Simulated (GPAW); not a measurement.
# Al in GPAW: settings compared

One slab, Al, is run at these levels: LDA, PBEsol; tasks: density of states.

Everything below comes from runs of GPAW 26.7.0. Logs are shortened: lines on timing, memory, paths and dates and some standing lists are left out, and cuts for length are marked. The log counts tension as positive stress, the text compression.

## 1. The cell of the first run

The cell holds a slab with vacuum, 5 atoms: a = 2.862 Å, b = 2.862 Å, c = 24.348 Å, α = 90.00°, β = 90.00°, γ = 120.00°.

## 2. Density of states, LDA (the (1 1 1) slab of Al, cut from the database cell, not relaxed)

File run.py:

```python
import numpy as np
from ase import Atoms
from ase.dft.bandgap import bandgap
from ase.io import write
from gpaw import GPAW, PW, setup_paths

setup_paths.insert(0, '.')

atoms = Atoms(['Al', 'Al', 'Al', 'Al', 'Al'],
              cell=[[2.862339966, 0, 0],
                    [-1.431169983, 2.4788591248, 0],
                    [0.0, 0.0, 24.3483631827]],
              scaled_positions=[[0.6666666667, 0.3333333333, 0.3080289194],
                                [0.3333333333, 0.6666666667, 0.4040144597],
                                [0.0, 0.0, 0.5],
                                [0.6666666667, 0.3333333333, 0.5959855403],
                                [0.3333333333, 0.6666666667, 0.6919710806]],
              pbc=True)

calc = GPAW(mode=PW(450),
            xc='LDA',
            kpts={'size': (11, 11, 1), 'gamma': True},
            occupations={'name': 'fermi-dirac', 'width': 0.05},
            nbands=16,
            convergence={'density': 1e-05, 'energy': 1e-05},
            maxiter=80,
            txt='gpaw.txt')
atoms.calc = calc
energy = atoms.get_potential_energy()
forces = atoms.get_forces()
calc.write('gs.gpw')
write('result.traj', atoms)
print(f'Energy: {energy:.6f} eV')
print('Forces (eV/A):')
print(forces.round(4))
print('Fermi level:', round(calc.get_fermi_level(), 4), 'eV')
print(f'Gap: {bandgap(calc)[0]:.4f} eV, direct: {bandgap(calc, direct=True)[0]:.4f} eV')

dense = calc.fixed_density(kpts={'size': (16, 16, 1), 'gamma': True}, update_fermi_level=True,
                           nbands=40, convergence={'bands': 'CBM+6.0', 'eigenstates': 1e-6}, txt='dos.txt')
ef = dense.get_fermi_level()
dos = dense.dos(shift_fermi_level=False)
energies = np.linspace(ef - 14, ef + 6, 401)
spins = [None]
columns = [energies] + [dos.raw_dos(energies, spin=s, width=0.1) for s in spins]
for symbol, l in [('Al', 0), ('Al', 1), ('Al', 2)]:
    for s in spins:
        columns.append(sum(dos.raw_pdos(energies, a=a.index, l=l, spin=s, width=0.1)
                           for a in atoms if a.symbol == symbol))
np.savetxt('dos.dat', np.array(columns).T, fmt='%.4f')
print('Fermi level on the dense mesh:', round(ef, 4), 'eV')
```

Potentials or basis: PAW data sets generated in the run's folder for this functional, pw.

Run with:

```sh
> gpaw-setup -f LDA Al
> OMP_NUM_THREADS=1 python run.py
```

gpaw.txt:

```text
__  _  _
 | _ |_)|_||  |
 |__||  | ||/\| - 26.7.0

Input parameters:
  mode=PW(ecut=450.00000000000006),
  convergence={'density': 1e-05, 'energy': 1e-05},
  kpts=MonkhorstPack(size=(11, 11, 1), gamma=True),
  maxiter=80,
  nbands=16,
  occupations=Occupations(name='fermi-dirac', width=0.05),
  xc=XC(name='LDA')

Diagonalizing LCAO Hamiltonian
Converting LCAO to pw mode

        Al

           Al

       Al

        Al

           Al

Atoms  # Å, Bohr magnetons
|   | symbol |         x |        y |         z |    initial magnetic moments |
|---|--------|-----------|----------|-----------|-----------------------------|
| 0 |     Al |  1.431170 | 0.826286 |  7.500000 | ( 0.0000,  0.0000,  0.0000) |
| 1 |     Al | -0.000000 | 1.652573 |  9.837091 | ( 0.0000,  0.0000,  0.0000) |
| 2 |     Al |  0.000000 | 0.000000 | 12.174182 | ( 0.0000,  0.0000,  0.0000) |
| 3 |     Al |  1.431170 | 0.826286 | 14.511272 | ( 0.0000,  0.0000,  0.0000) |
| 4 |     Al | -0.000000 | 1.652573 | 16.848363 | ( 0.0000,  0.0000,  0.0000) |

Unit cell  # Å
| periodic |         x |        y |         z |   lengths |     angles |
|----------|-----------|----------|-----------|-----------|------------|
|      yes |  2.862340 | 0.000000 |  0.000000 |  2.862340 |  90.000000 |
|      yes | -1.431170 | 2.478859 |  0.000000 |  2.862340 |  90.000000 |
|      yes |  0.000000 | 0.000000 | 24.348363 | 24.348363 | 120.000000 |

Number of symmetries: 12
Symmetry operations  # r_c * U_cc + t_c -> r_c
|    | kind |            matrix            |
|----|------|------------------------------|
|  0 |  σ   |  1, 1, 0,  0,-1, 0,  0, 0, 1 |
|  1 |  S6  |  1, 1, 0, -1, 0, 0,  0, 0,-1 |
|  2 |  E   |  1, 0, 0,  0, 1, 0,  0, 0, 1 |
|  3 |  C2  |  1, 0, 0, -1,-1, 0,  0, 0,-1 |
|  4 |  C2  |  0, 1, 0,  1, 0, 0,  0, 0,-1 |
|  5 |  C3  |  0, 1, 0, -1,-1, 0,  0, 0, 1 |
|  6 |  S6  |  0,-1, 0,  1, 1, 0,  0, 0,-1 |
|  7 |  σ   |  0,-1, 0, -1, 0, 0,  0, 0, 1 |
|  8 |  σ   | -1, 0, 0,  1, 1, 0,  0, 0, 1 |
|  9 |  i   | -1, 0, 0,  0,-1, 0,  0, 0,-1 |
| 10 |  C3  | -1,-1, 0,  1, 0, 0,  0, 0, 1 |
| 11 |  C2  | -1,-1, 0,  0, 1, 0,  0, 0,-1 |

BZ-sampling:
  Number of BZ points: 121
  Number of IBZ points: 16

  Monkhorst-Pack size: [11, 11, 1]
  Monkhorst-Pack shift: [0, 0, 0]

K-points  # in reciprocal-cell coordinates
|     |                                coordinates |     weight |
|-----|--------------------------------------------|------------|
|   0 | (  0.00000000,   0.00000000,   0.00000000) | 0.00826446 |
|   1 | (  0.09090909,   0.00000000,   0.00000000) | 0.04958678 |
|   2 | (  0.18181818,  -0.09090909,   0.00000000) | 0.04958678 |
|   3 | (  0.18181818,   0.00000000,   0.00000000) | 0.04958678 |
|   4 | (  0.27272727,  -0.09090909,   0.00000000) | 0.09917355 |
|   5 | (  0.27272727,   0.00000000,   0.00000000) | 0.04958678 |
|   6 | (  0.36363636,  -0.18181818,   0.00000000) | 0.04958678 |
|   7 | (  0.36363636,  -0.09090909,   0.00000000) | 0.09917355 |
|   8 | (  0.36363636,   0.00000000,   0.00000000) | 0.04958678 |
|   9 | (  0.36363636,   0.36363636,   0.00000000) | 0.04958678 |
| ... |                                            |            |
|  15 | (  0.45454545,   0.45454545,   0.00000000) | 0.04958678 |

Plane wave coefficients: 3807
Cutoff: 450.00000000000006 eV

Spin-components: 1 (collinear spins)
Bands:           16
Projectors:      25
Spin-degeneracy: 2
Datatype:        complex128

Parallelization:
  kpt:    1
  domain: 1
  band:   1

Density:
  Valence electrons: 15.0
  Components: 1
  Grid points: [ 15  15 120]
  Charge: 0.0  # |e|

Potential:
  Grid points: [ 15  15 120]

species:
  Al:
    name:    Aluminium
    Z:       13.0
    valence: 3
    core:    10
    charge:  0.0  # [|e|]
    compensation charges:
      type: gauss
      rc: 0.34  # [Å]
      lmax: 2
    cutoffs:
      filter: 1.91  # [Å]
      core: 2.36  # [Å]
    projectors
    | kind |    occ | energy [eV] | rcut [Å] |
    |------|--------|-------------|----------|
    |   3s |  2.000 |      -7.829 |    1.085 |
    |   3p |  1.000 |      -2.783 |    1.085 |
    |    s |        |      19.382 |    1.085 |
    |    p |        |      24.428 |    1.085 |
    |    d |        |       0.000 |    1.085 |

    Using partial waves for Al as LCAO basis

Reference energy: -32892.106570  # eV

eigensolver:
  PPCG
  Converge bands: occupied
  niter=2

density mixing:
  MSR1-Mixer
  Pratt-step length: 0.05
  Maximum mixing coefficient: 0.75
  Old densities: 10
  SVD Regularization: 0.005
  Good broyden scale: 1.0
  Trust region scale: 1.0
  Backstep threshold: 4.0
  History deletion threshold: 6.0
  Fourier metric: weight=20.0, sigma=0.015

occupation numbers:
  Fermi-Dirac:
    width: 0.0500  # eV

poisson solver:
  ecut: 3600.0000000000005  # eV

xc functional:
  name: None

convergence criteria:
- Maximum integral of absolute [dens]ity change: 1e-05 electrons / valence electron
- Maximum [total energy] change in last 3 cyles: 1e-05 eV / valence electron
- Maximum integral of absolute [eigenst]ate change: 4e-08 eV^2 / valence electron
maximum number of iterations: 80

SCF iterations
|iter     | |      energy | eigst |  dens |
|---------|-|-------------|-------|-------|
|iter:   1| |  -20.212216 | -0.11 |       |
|iter:   2| |  -20.097909 | -1.56 | -0.89 |
|iter:   3| |  -20.283354 | -2.05 | -0.95 |
|iter:   4| |  -19.992795 | -2.40 | -1.04 |
|iter:   5| |  -19.970373 | -3.01 | -1.40 |
|iter:   6| |  -19.969599 | -4.14 | -2.08 |
|iter:   7| |  -19.969415 | -5.00 | -2.62 |
|iter:   8| |  -19.969475 | -5.76 | -3.13 |
|iter:   9| |  -19.969451c| -6.52 | -3.53 |
|iter:  10| |  -19.969455c| -7.27 | -4.39 |
|iter:  11| |  -19.969455c| -7.84c| -5.13c|

Converged in 11 steps
Energy contributions relative to reference atoms: (reference = -32892.106570)

Energy contributions:
  Kinetic:          16.801439
  Coulomb:          -8.916461
  Zero:             -0.019392
  External:          0.000000
  Xc:              -27.824445
  Entropy:          -0.021192
  Spinorbit:         0.000000
  ----------------------------
  Free energy:     -19.980051
  Extrapolated:    -19.969455

dipole moment: (-2.471012, -4.279918, -0.000030)  # |e|*Ang

Fermi level: 1.205
Eigenvalues  # (at kpt = [0.000, 0.000, 0.000])
| band index |      eig [eV] | occ [0-2] |
|------------|---------------|-----------|
|          0 |        -9.662 |     2.000 |
|          1 |        -8.957 |     2.000 |
|          2 |        -7.856 |     2.000 |
|          3 |        -6.323 |     2.000 |
|          4 |        -4.435 |     2.000 |
|          5 |        -2.364 |     2.000 |
[... 8 lines left out ...]
|         14 |        10.000 |     0.000 |
|         15 |        12.041 |     0.000 |

No gap
No difference between direct/indirect transitions

Forces  # eV/Ang
|        x |       y |        z |
|----------|---------|----------|
| -0.00000 | 0.00000 |  0.08098 |  # Al   0
| -0.00000 | 0.00000 |  0.08725 |  # Al   1
| -0.00000 | 0.00000 |  0.00000 |  # Al   2
|  0.00000 | 0.00000 | -0.08725 |  # Al   3
|  0.00000 | 0.00000 | -0.08098 |  # Al   4

# Writing to gs.gpw (mode='')
```

Wall time 44 s (1 thread of Arm Neoverse V2, shared host); peak memory 0.3 GiB.

What came out:

```yaml
Free_energy: -19.9801 eV
Largest_force: 0.087 eV/Å
Band_gap_on_the_k_mesh: none (metal or under the smearing width)
Density_of_states_at_the_Fermi_level: 3.01 states/eV per cell
```

Forces on the atoms (eV/Å):
```
Al   0.000  0.000  0.081
Al   0.000  0.000  0.087
Al   0.000  0.000  0.000
Al   0.000  0.000 -0.087
Al   0.000  0.000 -0.081
```

States per cell in windows of 1 eV (zero at the Fermi level; states under -8 eV left out):
| from (eV) | total |
| --- | --- |
| -8.0 | 1.10 |
| -7.0 | 1.27 |
| -6.0 | 1.35 |
| -5.0 | 1.60 |
| -4.0 | 1.89 |
| -3.0 | 1.94 |
| -2.0 | 1.68 |
| -1.0 | 2.28 |
| 0.0 | 2.35 |
| 1.0 | 2.52 |
| 2.0 | 2.39 |
| 3.0 | 2.81 |
| 4.0 | 3.57 |
| 5.0 | 3.55 |

[end of part 1 of 2]
